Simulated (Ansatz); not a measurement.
# Sn: the cost of one run

Method: DFT r2SCAN, scalar-relativistic, plane waves, PAW, in Ansatz 0.2.0.

3 further runs of the same task are left out: 3 set aside as unsound or not needed. Runs told in other sessions of the task aren't counted.

**1. The starting structure**

It takes space group Im-3m (No. 229, cubic). The conventional cell has a = 3.783 Å, b = 3.783 Å, c = 3.783 Å, α = 90.00°, β = 90.00°, γ = 90.00°. Around Sn (site symmetry m-3m) lie 8 Sn at 3.28 Å.

As a file:

```cif
data_structure
_symmetry_space_group_name_H-M 'Im-3m'
_symmetry_Int_Tables_number 229
_cell_length_a 3.7826
_cell_length_b 3.7826
_cell_length_c 3.7826
_cell_angle_alpha 90.000
_cell_angle_beta 90.000
_cell_angle_gamma 90.000
_cell_volume 54.12
loop_
_atom_site_label
_atom_site_type_symbol
_atom_site_symmetry_multiplicity
_atom_site_Wyckoff_symbol
_atom_site_fract_x
_atom_site_fract_y
_atom_site_fract_z
_atom_site_occupancy
Sn1 Sn 2 a 0.00000 0.00000 0.00000 1
```

It goes back to an entry of the Materials Project, which need not be the stable form.

It is built from the cell relaxed beforehand with the same method (27.06 Å³/atom).

**2. The reference cell**

The cell is repeated 2 times, 2 atoms in all. Reference values: F = -12076.7943 eV; pressure -0.32 GPa; largest force 0.000 eV/Å; gap on the mesh none (metal). It was computed beforehand with the settings of the runs below.

**3. Next: a frozen normal mode**

Mode 2 of the phonon run on this cell, counted from the lowest, is frozen in: each atom moves by x times its row below, so x is the largest displacement.

```
atom      ux      uy     uz
 Sn1  -0.707   0.707  0.000
 Sn2   0.707  -0.707  0.000
```

**4. At x = -0.400 Å**

Contents of input.yaml:

```yaml
crystal:
  lattice:
    - [-1.8912857998, 1.8912857998, 1.8912857998]
    - [1.8912857998, -1.8912857998, 1.8912857998]
    - [3.7825715996, 3.7825715996, 0.0]
  atoms:
    - { symbol: Sn, position: [-0.0747752435, 0.0747752435, 0.0] }
    - { symbol: Sn, position: [0.5747752435, 0.4252247565, 0.5] }
basis:
  ecutwfc: 500
kpoints:
  mp_grid: { grid: [20, 20, 12] }
hamiltonian:
  xc: r2scan
scf:
  occupations: { method: gaussian, width: 0.15 }
output:
  forces: true
  stress: true
  eigenvalues: true
```

Launch:

```console
> ansatz run input.yaml --threads 2 --pin off --max-ram 5120MiB --backend cpu --events-out ev --progress --plain --runs-dir out
```

**Question.** How long does this run take on 2 threads of Intel Xeon Platinum 8375C at 2.90GHz (Ice Lake), shared host, and how much memory does it need?

About 42 s, with a peak of 1.1 GiB.
